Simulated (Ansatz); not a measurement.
Geometry optimisation, DFT LDA, scalar-relativistic, plane waves, PAW (Ansatz).

Input file:

```yaml
crystal:
  lattice:
    - [0.0, 5.43, 5.43]
    - [5.43, 0.0, 5.43]
    - [5.43, 5.43, 0.0]
  atoms:
    - { symbol: Si, position: [0.0, 0.0, 0.0] }
    - { symbol: Si, position: [0.125, 0.125, 0.125] }
    - { symbol: Si, position: [0.0, 0.0, 0.5] }
    - { symbol: Si, position: [0.125, 0.125, 0.625] }
    - { symbol: Si, position: [0.0, 0.5, 0.0] }
    - { symbol: Si, position: [0.125, 0.625, 0.125] }
    - { symbol: Si, position: [0.0, 0.5, 0.5] }
    - { symbol: Si, position: [0.125, 0.625, 0.625] }
    - { symbol: Si, position: [0.5, 0.0, 0.0] }
    - { symbol: Si, position: [0.625, 0.125, 0.125] }
    - { symbol: Si, position: [0.5, 0.0, 0.5] }
    - { symbol: Si, position: [0.625, 0.125, 0.625] }
    - { symbol: Si, position: [0.5, 0.5, 0.0] }
    - { symbol: Si, position: [0.625, 0.625, 0.125] }
    - { symbol: Si, position: [0.5, 0.5, 0.5] }
    - { symbol: Si, position: [0.625, 0.625, 0.625] }
    - { symbol: Si, position: [0.3774317, 0.3823202, 0.8745414] }
basis:
  ecutwfc: 420.0
kpoints:
  mp_grid: { grid: [2, 2, 2] }
hamiltonian:
  xc: lda
  pseudopotentials: { kind: paw, azcp: { folder: soft_1 } }
scf:
  occupations: { method: gaussian, width: 0.02 }
  lower_state_search: "off"
relax:
  f_tol: 0.03
  max_steps: 60
  adjacent_minimum: "off"
```

Command:

```bash
$ ansatz run input.yaml --threads 1 --pin off --max-ram 3072MiB --backend cpu --events-out ev --progress --plain --runs-dir out
```

Question: Where does it end, and by what steps?

Answer: The forces met the threshold. The force dipped under the threshold on the way, but the program's further checks kept it going. Limits of this set-up: PAW files made for another functional. After 3 steps the energy has fallen by 0.122 eV; Si17 moved furthest, 0.06 Å.

```
step  energy less start (eV)  largest force component (eV/Å)  accepted
   0                  0.0000                           0.694       yes
   1                 -0.1043                           0.262       yes
   2                 -0.1221                           0.016       yes
   3                 -0.1221                           0.016       yes
```

```xyz
17
Lattice="0.0000 5.4300 5.4300 5.4300 0.0000 5.4300 5.4300 5.4300 0.0000" Properties=species:S:1:pos:R:3
Si -0.002 -0.004 0.008
Si 1.359 1.358 1.327
Si 2.721 2.720 0.007
Si 4.074 4.073 1.359
Si 2.738 -0.020 2.696
Si 4.109 1.358 4.075
Si 5.427 2.723 2.713
Si 6.789 4.041 4.075
Si -0.018 2.735 2.697
Si 1.360 4.106 4.075
Si 2.723 5.425 2.714
Si 4.042 6.788 4.075
Si 2.738 2.736 5.454
Si 4.075 4.072 6.791
Si 5.411 5.410 5.455
Si 6.789 6.788 6.826
Si 6.791 6.788 4.077
```

Whether the end is a true minimum wasn't checked by a vibrational analysis.

Time of the run: 14 s on 1 thread of Arm Neoverse V2 (shared host), peak memory 0.45 GiB.
